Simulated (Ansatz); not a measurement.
# GaH3: molecular dynamics

Aim: follow the molecule's vibrations and see whether its bonds hold. The start is relaxed first. Runs: 500 steps of 0.5 fs under a Nosé-Hoover thermostat at 300 K.

Program: Ansatz 0.2.0. Level of theory: RKS B3LYP/def2-mTZVP. These are calculated values, not measurements.

## Step 1: The starting structure

Bond lengths: Ga1–H2 1.570 Å, Ga1–H3 1.570 Å, Ga1–H4 1.570 Å. Angles: H2–Ga1–H3 120.0°, H2–Ga1–H4 120.0°, H3–Ga1–H4 120.0°.

As a file:

```xyz
4

Ga    0.0000    0.0000    0.0000
H     0.0000    0.0000    1.5700
H     1.3596    0.0000   -0.7850
H    -1.3596    0.0000   -0.7850
```

## Step 2: Preparing the start

Contents of input.yaml:

```yaml
crystal:
  periodic: [false, false, false]
  atoms:
    - { symbol: Ga, position_ang: [0.0, 0.0, 0.0] }
    - { symbol: H, position_ang: [0.0, 0.0, 1.57] }
    - { symbol: H, position_ang: [1.3596, 0.0, -0.785] }
    - { symbol: H, position_ang: [-1.3596, 0.0, -0.785] }
basis:
  gaussian: { orbitals: def2-mTZVP }
hamiltonian:
  xc: b3lyp
relax:
  f_tol: 0.02
  max_steps: 40
output:
  orbitals: {}
```

The run is started by

```sh
$ ansatz run input.yaml --threads 1 --pin off --max-ram 2048MiB --backend cpu --events-out ev --progress --plain --runs-dir out
```

Further steps of the session: The run.

Before running it: what results should come out? Wanted: relaxation of the start; temperature, first and last step; temperature, second half; potential energy, second half; largest change of the conserved energy; bonds formed or broken.

The runs gave:

| quantity | value |
| --- | --- |
| relaxation of the start | 1 moves, 0.000 eV lower |
| length | 500 steps of 0.5 fs |
| temperature, first and last step | 300 and 99 K |
| temperature, second half | mean 167 K, from 56 to 283 K |
| potential energy, second half | +11 meV/atom from the start |
| largest change of the conserved energy | 0.10 meV/atom |
| bonds formed or broken | 0 |

In words: Against a set 300 K the second half averages 167 K with a spread of 56 K; 11 meV/atom has gone into potential energy, and a thermostat that acts over some 300 fs has not made it up in 250 fs. The conserved energy strays from its start by at most 0.10 meV/atom, 1.0 % of the mean kinetic energy, which is good for a step of 0.5 fs. No bond forms or breaks. A run of 250 fs with 4 atoms shows the motion but fixes no equilibrium value. The nuclei move classically, without zero-point motion, which matters most for hydrogen.
